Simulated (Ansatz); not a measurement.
# CoPdO2 (R-3m): equation of state

Aim: the bulk modulus of CoPdO2 (R-3m) from energies at several volumes around the relaxed one, with shape and atoms relaxed at each.

Computed with Ansatz 0.2.0 (DFT PBE, scalar-relativistic, plane waves, PAW, unless a step's input says otherwise).

Spin polarisation is switched off on purpose; where the compound carries moments, volume, stiffness and gap are then not the real material's.

### 1 The starting structure

Symmetry: R-3m, No. 166, trigonal system. Conventional cell: a = 2.862 Å, b = 2.862 Å, c = 17.849 Å, α = 90.00°, β = 90.00°, γ = 120.00°. Co (site symmetry -3m) has 6 O at 1.91 Å as nearest neighbours. Pd (site symmetry -3m) has 2 O at 2.01 Å as nearest neighbours. Around O (site symmetry 3m) lie 3 Co at 1.91 Å and 1 Pd at 2.01 Å.

Coordinates:

```
Co Pd O
1.0
     1.43083    0.82609    5.94974
    -1.43083    0.82609    5.94974
     0.00000   -1.65219    5.94974
Co Pd O
1 1 2
Direct
  0.50000 0.50000 0.50000
  0.00000 0.00000 0.00000
  0.88717 0.88717 0.88717
  0.11283 0.11283 0.11283
```

This cell comes from an earlier session at PBE: 10.549 Å³/atom at 0.00 GPa, on a 14×14×14 mesh.

Volume factors to run: 0.980, 1.020, 0.960, 1.040.

### 2 Volume × 0.980

File input.yaml:

```yaml
crystal:
  lattice:
    - [1.421231722, 0.8205485173, 5.9098039788]
    - [-1.421231722, 0.8205485173, 5.9098039788]
    - [0.0, -1.6410970345, 5.9098039788]
  atoms:
    - { symbol: Co, position: [0.5, 0.5, 0.5] }
    - { symbol: Pd, position: [0.0, 0.0, 0.0] }
    - { symbol: O, position: [0.8871652545, 0.8871652545, 0.8871652545] }
    - { symbol: O, position: [0.1128347455, 0.1128347455, 0.1128347455] }
basis:
  ecutwfc: 420
  ecutrho_ratio: 4
kpoints:
  mp_grid: { grid: [14, 14, 14] }
hamiltonian:
  xc: pbe
scf:
  occupations: { method: gaussian, width: 0.05 }
output:
  forces: true
  stress: true
  eigenvalues: true
relax:
  f_tol: 0.01
  max_steps: 40
  cell: { stress_tol: 0.1, fix: [volume] }
```

Started as:

```console
$ ansatz run input.yaml --threads 1 --pin off --max-ram 2560MiB --backend cpu --events-out ev --progress --plain --runs-dir out
```

The runs that follow: Scaling the volume by 1.020; Volume × 0.960; At 1.040 of the relaxed volume.

Before running it: what results should come out? Wanted: V0; B0; B0′; scatter of the fit.

**Answer**, as computed:

| quantity | value |
| --- | --- |
| V0 | 10.549 Å³/atom |
| B0 | 196 GPa |
| B0′ | 4.7 |
| scatter of the fit | 0.002 meV/atom |

The fitted minimum lies at 10.55 Å³/atom, and the bulk modulus is 196 GPa. One per cent of compression takes about 2.0 GPa. These are values at 0 K without zero-point motion. Spin polarisation wasn't allowed in this run.
